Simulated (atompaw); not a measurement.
# La: generating and testing a PAW (atompaw) potential

Do these settings give a usable potential? It is generated, then checked for scattering, ghosts and hardness.

Method: atompaw 4.2.0.5, PBE, scalar-relativistic.

### 1 The atom and the settings

Typed settings, in words:

- element: lanthanum (La, Z = 57)
- type: PAW
- frozen core: [Kr] 4d10
- valence charge: 11
- reference configuration: 4f0 5s2 5p6 5d0 6s0 6p0 (charge +3)
- partial waves: 5s (bound); 6s (bound, empty); 5p (bound); 6p (bound, empty); 5d (bound, empty); 5d channel at -1.2 Ry; 4f (bound, empty); 4f channel at -1.35 Ry
- local potential: troulliermartins scheme with l = 4 at 1 Ry, radius 2.20 bohr
- core correction: smooth core density matched at 1.85 bohr
- augmentation charge: sinc compensation charge, radius 2.50 bohr; PAW radius 2.80 bohr; waves and projectors: bloechl

An earlier all-electron run gives the scale for the radii.

All-electron outer shells of the reference configuration (PBE, scalar-relativistic, ld1.x):

```json
{"shell": "4p", "level (eV)": "-223.32", "outermost node (bohr)": "0.34", "outermost maximum (bohr)": "0.63"}
{"shell": "4d", "level (eV)": "-127.14", "outermost node (bohr)": "0.32", "outermost maximum (bohr)": "0.68"}
{"shell": "5s", "level (eV)": "-61.67", "outermost node (bohr)": "0.77", "outermost maximum (bohr)": "1.41"}
{"shell": "5p", "level (eV)": "-44.74", "outermost node (bohr)": "0.83", "outermost maximum (bohr)": "1.58"}
{"shell": "4f", "level (eV)": "-27.31", "outermost node (bohr)": "–", "outermost maximum (bohr)": "0.74"}
{"shell": "5d", "level (eV)": "-23.35", "outermost node (bohr)": "0.94", "outermost maximum (bohr)": "2.05"}
{"shell": "6s", "level (eV)": "-20.32", "outermost node (bohr)": "1.80", "outermost maximum (bohr)": "3.22"}
{"shell": "6p", "level (eV)": "-15.86", "outermost node (bohr)": "2.07", "outermost maximum (bohr)": "3.74"}
```

### 2 Generation

File La.input:

```
La 57
GGA-PBE scalarrelativistic loggrid 2001 logderivrange -7 5 301
6 6 5 4 0 0
6 0 0
6 1 0
5 2 0
4 3 0
0 0 0
c
c
c
c
v
v
c
c
c
v
v
c
c
v
v
3
2.80 2.50 2.20 1.85
n
n
y
-1.2
n
y
-1.35
n
bloechl sinc
4 1 troulliermartins
PWSCFOUT
UPFDX 0.0125d0 UPFXMIN -7.d0 UPFZMESH 57.d0
END
```

Started as:

```sh
$ atompaw < La.input > La.log
```

Q: Predict the outcome of this session. Wanted: cutoffs for 10 and 1 mRy, occupied levels; bound ghosts; largest phase difference near zero energy, channels read; lowest eigenvalue of the overlap; share of valence orbitals outside the PAW sphere; UPF file.

As calculated:

```
                                                quantity                                                                     value
               cutoffs for 10 and 1 mRy, occupied levels                                                           40 Ry and 55 Ry
                                            bound ghosts  none below the valence levels; a pole at negative energy in s is suspect
largest phase difference near zero energy, channels read                                                                 3.136 rad
         lowest eigenvalue of the overlap (Bessel basis)                                                                 0.006 (d)
        share of valence orbitals outside the PAW sphere                         5s 2 %, 6s 75 %, 5p 5 %, 6p 86 %, 5d 28 %, 4f 2 %
                                                UPF file                                                                   written
```

The overlap operator is nearly singular (0.006). By its cutoff, 40 Ry for the looser tolerance, it is of middling hardness. The ghost test, which looks below the valence levels, finds nothing, but the pseudo curve has an extra pole at negative energy (s at -0.77 Ry): a spurious bound state among the atom's levels is likely, and the file can't be cleared. Near zero energy the largest phase difference among the channels read is 3.14 rad, in the d channel. A step near π is an extra or missing state, not a misfit of shape. The pseudo curves have a pole with no partner nearby in the atom's: s at -0.77 Ry. These are tests on the free atom; a crystal test is still owed.
